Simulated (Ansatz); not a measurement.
# TiRh: a line through a two-coordinate scan

How does the energy of TiRh (P4/mmm, No. 123; 2 atoms in the cell) vary with lattice constant a (and b), at lattice constant c = 3.554 Å?

Method: DFT r2SCAN, scalar-relativistic, plane waves, PAW, in Ansatz 0.2.0.

1 further run of the same task is left out (set aside as unsound or not needed).

### Step 1. The system as given

It takes space group P4/mmm (No. 123, tetragonal). Conventional cell: a = 2.949 Å, b = 2.949 Å, c = 3.384 Å, α = 90.00°, β = 90.00°, γ = 90.00°. Ti (site symmetry 4/mmm) is surrounded by 8 Rh at 2.69 Å and 4 Ti at 2.95 Å. Rh (site symmetry 4/mmm) has 8 Ti at 2.69 Å and 4 Rh at 2.95 Å as nearest neighbours.

As a file:

```xyz
2
Lattice="2.9490 0.0000 0.0000 0.0000 2.9490 0.0000 0.0000 0.0000 3.3843" Properties=species:S:1:pos:R:3 pbc="T T T"
Ti    1.4745    1.4745    1.6921
Rh    0.0000    0.0000    0.0000
```

This cell was relaxed beforehand with the same method: volume 14.72 Å³/atom, gap on the mesh none (metal).

### Step 2. Plan of the line

The energy is mapped over the lattice constants a and c of the conventional cell.

First coordinate, lattice constant a (and b): 5 values from 2.801 to 3.096 Å. Second coordinate, lattice constant c: 5 values from 3.215 to 3.554 Å.

Nothing else is relaxed (symmetry fixes all fractional coordinates). Energies count from the relaxed crystal. Points are written as (first, second).

### Step 3. The run at (2.801 Å, 3.554 Å)

Contents of input.yaml:

```yaml
crystal:
  lattice:
    - [2.8015, 0.0, 0.0]
    - [0.0, 2.8015, 0.0]
    - [0.0, 0.0, 3.5535]
  atoms:
    - { symbol: Ti, position: [0.5, 0.5, 0.5] }
    - { symbol: Rh, position: [0.0, 0.0, 0.0] }
basis:
  ecutwfc: 520.0
kpoints:
  mp_grid: { grid: [16, 16, 14] }
hamiltonian:
  xc: r2scan
scf:
  occupations: { method: methfessel_paxton, width: 0.2 }
output:
  forces: true
  stress: true
  eigenvalues: true
```

Run with:

```console
ansatz run input.yaml --threads 1 --pin off --max-ram 2048MiB --backend cpu --events-out ev --progress --plain --runs-dir out
```

What it wrote, shortened:

```text
Warning: RAYON_NUM_THREADS=1 ignored (pool sized by the plan → 1); use --threads N
[...]
Pseudopotentials: kind: paw
Pseudopotential: Ti, paw, valence charge 12, recommended cutoff 500 eV (meta_gga), Ti.paw.azcp
Pseudopotential: Rh, paw, valence charge 17, recommended cutoff 500 eV (meta_gga), Rh.paw.azcp
Functional definition: r2SCAN
[...]
Crystal: 2 atoms, lattice volume = 27.889 Å³
Basis set: ecut = 520 eV, 757 PW (Γ), exchange–correlation on 96×96×108 points (64 copies of the dense FFT grid, shifted against one another)
Bands: 19, of which v1, the nominal top of the filled ones, is band 15 counted from 1 (14 counted from 0)
Symmetry: 16 space group operations
Space group: P4/mmm (ITA 123), of the structure as read, at distance tolerance 3.0e-5 Å
k-points: 360 of 3584
[...]
SCF iter   1: F=—  HF=-8921.126972 eV  |F-HF|=—  |Δ(HF+E_count)|=         —  Δρ=3.24e-2  dr2=5.18e-1  dr2_τ=3.87e-2  ethr=1.77e-3  ⟨swp⟩=4.3  Hψ=26541  notcnv=0
[...]
SCF iter   7: F=-8921.110631 eV  HF=-8921.110631 eV  |F-HF|=1.42e-8  |Δ(HF+E_count)|=   4.60e-7  S|Δr|=    0.00e0  Δρ=1.92e-5  dr2=3.98e-8  dr2_τ=2.56e-9  ethr=3.45e-10  ⟨swp⟩=3.4  Hψ=28529  notcnv=0
the search or the solves at the SCF's close seem to have found levels that the self-consistency loop had missed (the run counts 1). By its estimate they hold under 1e-12 electrons; where the run keeps them, the occupations were computed again with them
[...]
SCF converged after 7 iterations
Stability not checked: this state was not tested for a lower state beside it, because cold or Methfessel-Paxton smearing, or corrected tetrahedra, fill the levels in a way that the test cannot read (fill_not_monotonic; see scf.lower_state_search)
Free energy (F): -8921.110631 eV
[...]
E sigma→0 (E₀):  -8921.111110 eV
Entropy (-TS):   0.001916 eV (0.958 meV/atom)
Fermi energy:    19.708081 eV
[...]
--- Forces (eV/Å), atoms counted from 1 ---
  atom   1  Ti     0.00000000    -0.00000000     0.00000000
  atom   2  Rh    -0.00000000     0.00000000     0.00000000
[...]
--- Stress (GPa, compression-positive) ---
       16.927773       0.000000       0.000000
        0.000000      16.927773       0.000000
        0.000000       0.000000       3.302420
  P = ⅓ Tr σ = 12.3860 GPa (123.860 kbar)
--- Band table (eV; the first three rows and the last of 360) ---
  k-point 0: bands = ["-61.2667", "-39.7943", "-28.4092", "-28.2105", "-28.2105", "-14.9397", "-14.7303", "-14.7303", "11.8970", "14.0190", "14.3791", "17.3235", "17.3235", "18.7054", "19.7305", "21.4425", "22.9948", "23.0807", "23.0807"]
[...]
```

It took 14 s on 1 thread of Intel Xeon 6975P-C (Granite Rapids), shared host; peak memory 0.59 GiB.

On the map this point reads 64 meV/atom.

### Step 4. Point (2.875 Å, 3.554 Å)

input.yaml: that of step 3 with these lines changed.

```diff
@@ -2,4 +2,4 @@
   lattice:
-    - [2.8015, 0.0, 0.0]
-    - [0.0, 2.8015, 0.0]
+    - [2.8752, 0.0, 0.0]
+    - [0.0, 2.8752, 0.0]
     - [0.0, 0.0, 3.5535]
```

Run with:

```console
ansatz run input.yaml --threads 1 --pin off --max-ram 2048MiB --backend cpu --events-out ev --progress --plain --runs-dir out
```

What it wrote, shortened:

```text
Warning: RAYON_NUM_THREADS=1 ignored (pool sized by the plan → 1); use --threads N
[...]
[... 4 set-up lines as earlier in the session ...]
[...]
Crystal: 2 atoms, lattice volume = 29.376 Å³
Basis set: ecut = 520 eV, 805 PW (Γ), exchange–correlation on 96×96×108 points (64 copies of the dense FFT grid, shifted against one another)
Bands: 19, of which v1, the nominal top of the filled ones, is band 15 counted from 1 (14 counted from 0)
[... 1 set-up line as earlier in the session ...]
Space group: P4/mmm (ITA 123), of the structure as read, at distance tolerance 3.1e-5 Å
k-points: 360 of 3584
[...]
SCF converged after 7 iterations
Stability not checked: this state was not tested for a lower state beside it, because cold or Methfessel-Paxton smearing, or corrected tetrahedra, fill the levels in a way that the test cannot read (fill_not_monotonic; see scf.lower_state_search)
Free energy (F): -8921.202841 eV
[...]
E sigma→0 (E₀):  -8921.203259 eV
Entropy (-TS):   0.001671 eV (0.835 meV/atom)
Fermi energy:    18.588934 eV
[...]
--- Forces (eV/Å), atoms counted from 1 ---
  atom   1  Ti     0.00000000     0.00000000     0.00000000
  atom   2  Rh    -0.00000000    -0.00000000     0.00000000
[...]
--- Stress (GPa, compression-positive) ---
        3.488657       0.000000       0.000000
        0.000000       3.488657       0.000000
        0.000000       0.000000      -5.840558
  P = ⅓ Tr σ = 0.3789 GPa (3.789 kbar)
--- Band table (eV; the first three rows and the last of 360) ---
  k-point 0: bands = ["-62.3628", "-41.1037", "-29.4709", "-29.3401", "-29.3401", "-16.2377", "-16.0789", "-16.0789", "10.9154", "13.2177", "13.5254", "16.2370", "16.2370", "17.4064", "18.6976", "20.1934", "21.5520", "21.6364", "21.6364"]
[...]
```

Wall time 14 s (1 thread of Intel Xeon 6975P-C (Granite Rapids), shared host); peak memory 0.6 GiB.

Energy on the map's scale: 18 meV/atom.

### Step 5. Point (2.949 Å, 3.554 Å)

input.yaml: that of step 4 with these lines changed.

```diff
@@ -2,4 +2,4 @@
   lattice:
-    - [2.8752, 0.0, 0.0]
-    - [0.0, 2.8752, 0.0]
+    - [2.948965312, 0.0, 0.0]
+    - [0.0, 2.948965312, 0.0]
     - [0.0, 0.0, 3.5535]
```

Run with:

```console
ansatz run input.yaml --threads 1 --pin off --max-ram 2048MiB --backend cpu --events-out ev --progress --plain --runs-dir out
```

What it wrote, shortened:

```text
Warning: RAYON_NUM_THREADS=1 ignored (pool sized by the plan → 1); use --threads N
[...]
[... 4 set-up lines as earlier in the session ...]
[...]
Crystal: 2 atoms, lattice volume = 30.903 Å³
Basis set: ecut = 520 eV, 845 PW (Γ), exchange–correlation on 96×96×108 points (64 copies of the dense FFT grid, shifted against one another)
Bands: 19, of which v1, the nominal top of the filled ones, is band 15 counted from 1 (14 counted from 0)
[... 2 set-up lines as earlier in the session ...]
k-points: 360 of 3584
[...]
SCF converged after 7 iterations
Stability not checked: this state was not tested for a lower state beside it, because cold or Methfessel-Paxton smearing, or corrected tetrahedra, fill the levels in a way that the test cannot read (fill_not_monotonic; see scf.lower_state_search)
Free energy (F): -8921.181744 eV
[...]
E sigma→0 (E₀):  -8921.181924 eV
Entropy (-TS):   0.000719 eV (0.359 meV/atom)
Fermi energy:    17.554760 eV
[...]
--- Forces (eV/Å), atoms counted from 1 ---
  atom   1  Ti     0.00000000     0.00000000     0.00000000
  atom   2  Rh    -0.00000000    -0.00000000     0.00000000
[...]
--- Stress (GPa, compression-positive) ---
       -7.426327       0.000000       0.000000
        0.000000      -7.426327       0.000000
        0.000000       0.000000     -12.374228
  P = ⅓ Tr σ = -9.0756 GPa (-90.756 kbar)
--- Band table (eV; the first three rows and the last of 360) ---
  k-point 0: bands = ["-63.3814", "-42.3148", "-30.4579", "-30.3863", "-30.3863", "-17.4402", "-17.3177", "-17.3177", "10.0206", "12.4745", "12.7249", "15.2378", "15.2378", "16.2098", "17.7272", "19.0124", "20.2296", "20.3043", "20.3043"]
[...]
```

It took 12 s on 1 thread of Intel Xeon 6975P-C (Granite Rapids), shared host; peak memory 0.6 GiB.

On the map this point reads 29 meV/atom.

### Step 6. Grid point (3.023 Å, 3.554 Å)

input.yaml: that of step 5 with these lines changed.

```diff
@@ -2,4 +2,4 @@
   lattice:
-    - [2.948965312, 0.0, 0.0]
-    - [0.0, 2.948965312, 0.0]
+    - [3.0227, 0.0, 0.0]
+    - [0.0, 3.0227, 0.0]
     - [0.0, 0.0, 3.5535]
```

Run with:

```console
ansatz run input.yaml --threads 1 --pin off --max-ram 2048MiB --backend cpu --events-out ev --progress --plain --runs-dir out
```

What it wrote, shortened:

```text
Warning: RAYON_NUM_THREADS=1 ignored (pool sized by the plan → 1); use --threads N
[...]
[... 4 set-up lines as earlier in the session ...]
[...]
Crystal: 2 atoms, lattice volume = 32.467 Å³
Basis set: ecut = 520 eV, 901 PW (Γ), exchange–correlation on 96×96×108 points (64 copies of the dense FFT grid, shifted against one another)
Bands: 19, of which v1, the nominal top of the filled ones, is band 15 counted from 1 (14 counted from 0)
[... 1 set-up line as earlier in the session ...]
Space group: P4/mmm (ITA 123), of the structure as read, at distance tolerance 3.2e-5 Å
k-points: 360 of 3584
[...]
SCF converged after 7 iterations
Stability not checked: this state was not tested for a lower state beside it, because cold or Methfessel-Paxton smearing, or corrected tetrahedra, fill the levels in a way that the test cannot read (fill_not_monotonic; see scf.lower_state_search)
Free energy (F): -8921.067164 eV
[...]
E sigma→0 (E₀):  -8921.066776 eV
Entropy (-TS):   -0.001553 eV (-0.776 meV/atom)
Fermi energy:    16.578124 eV
[...]
--- Forces (eV/Å), atoms counted from 1 ---
  atom   1  Ti     0.00000000    -0.00000000    -0.00000000
  atom   2  Rh    -0.00000000     0.00000000     0.00000000
[...]
--- Stress (GPa, compression-positive) ---
      -15.588538      -0.000000       0.000000
       -0.000000     -15.588538      -0.000000
        0.000000      -0.000000     -17.721717
  P = ⅓ Tr σ = -16.2996 GPa (-162.996 kbar)
--- Band table (eV; the first three rows and the last of 360) ---
  k-point 0: bands = ["-64.3162", "-43.4538", "-31.3718", "-31.3410", "-31.3410", "-18.5706", "-18.4763", "-18.4763", "9.2039", "11.7845", "11.9836", "14.3219", "14.3219", "15.1205", "16.8068", "17.8912", "18.9992", "19.0631", "19.0631"]
[...]
```

It took 16 s on 1 thread of Intel Xeon 6975P-C (Granite Rapids), shared host; peak memory 0.61 GiB.

Energy on the map's scale: 86 meV/atom.

### Step 7. Point (3.096 Å, 3.554 Å)

input.yaml: that of step 6 with these lines changed.

```diff
@@ -2,4 +2,4 @@
   lattice:
-    - [3.0227, 0.0, 0.0]
-    - [0.0, 3.0227, 0.0]
+    - [3.0964, 0.0, 0.0]
+    - [0.0, 3.0964, 0.0]
     - [0.0, 0.0, 3.5535]
```

Run with:

```console
ansatz run input.yaml --threads 1 --pin off --max-ram 2048MiB --backend cpu --events-out ev --progress --plain --runs-dir out
```

What it wrote, shortened:

```text
Warning: RAYON_NUM_THREADS=1 ignored (pool sized by the plan → 1); use --threads N
[...]
[... 4 set-up lines as earlier in the session ...]
[...]
Crystal: 2 atoms, lattice volume = 34.070 Å³
Basis set: ecut = 520 eV, 945 PW (Γ), exchange–correlation on 96×96×108 points (64 copies of the dense FFT grid, shifted against one another)
Bands: 19, of which v1, the nominal top of the filled ones, is band 15 counted from 1 (14 counted from 0)
[... 2 set-up lines as earlier in the session ...]
k-points: 360 of 3584
[...]
SCF converged after 8 iterations
Stability not checked: this state was not tested for a lower state beside it, because cold or Methfessel-Paxton smearing, or corrected tetrahedra, fill the levels in a way that the test cannot read (fill_not_monotonic; see scf.lower_state_search)
Free energy (F): -8920.879068 eV
[...]
E sigma→0 (E₀):  -8920.878425 eV
Entropy (-TS):   -0.002571 eV (-1.285 meV/atom)
Fermi energy:    15.661015 eV
[...]
--- Forces (eV/Å), atoms counted from 1 ---
  atom   1  Ti     0.00000000     0.00000000     0.00000000
  atom   2  Rh    -0.00000000    -0.00000000     0.00000000
[...]
--- Stress (GPa, compression-positive) ---
      -21.698440       0.000000       0.000000
        0.000000     -21.698440       0.000000
        0.000000       0.000000     -21.899275
  P = ⅓ Tr σ = -21.7654 GPa (-217.654 kbar)
--- Band table (eV; the first three rows and the last of 360) ---
  k-point 0: bands = ["-65.1771", "-44.5169", "-32.2201", "-32.2159", "-32.2159", "-19.6251", "-19.5542", "-19.5542", "8.4571", "11.1421", "11.2954", "13.4797", "13.4797", "14.1253", "15.9370", "16.8334", "17.8580", "17.9101", "17.9101"]
[...]
```

Run time: 12 s. Hardware: 1 thread of Intel Xeon 6975P-C (Granite Rapids), shared host; peak memory 0.62 GiB.

Energy on the map's scale: 180 meV/atom.

### Step 8. The line in numbers

```
lattice constant a (and b) (Å)  step  energy (meV/atom)  slope (meV/atom per Å)  pressure (GPa)
                         2.801     3                 64                   −1052            12.4
                         2.875     4                 18                    −222             0.4
                         2.949     5                 29                     486            −9.1
                         3.023     6                 86                    1045           −16.3
                         3.096     7                180                    1490           −21.8
```

Energies count from the relaxed crystal. Slopes come from the forces (and the stress, where the cell changes), not from differences of energies.

**Reading.** The lowest point of the line is at 2.875 Å, 18 meV/atom from the zero. Energies and slopes round the minimum, fitted together, put the minimum at 2.8970 Å, with a curvature of about 10000 meV/atom per Å². The highest point computed, at 3.096 Å, lies 162 meV/atom above the lowest. This is one cut through a surface in two coordinates; the map's lowest point lies off it.
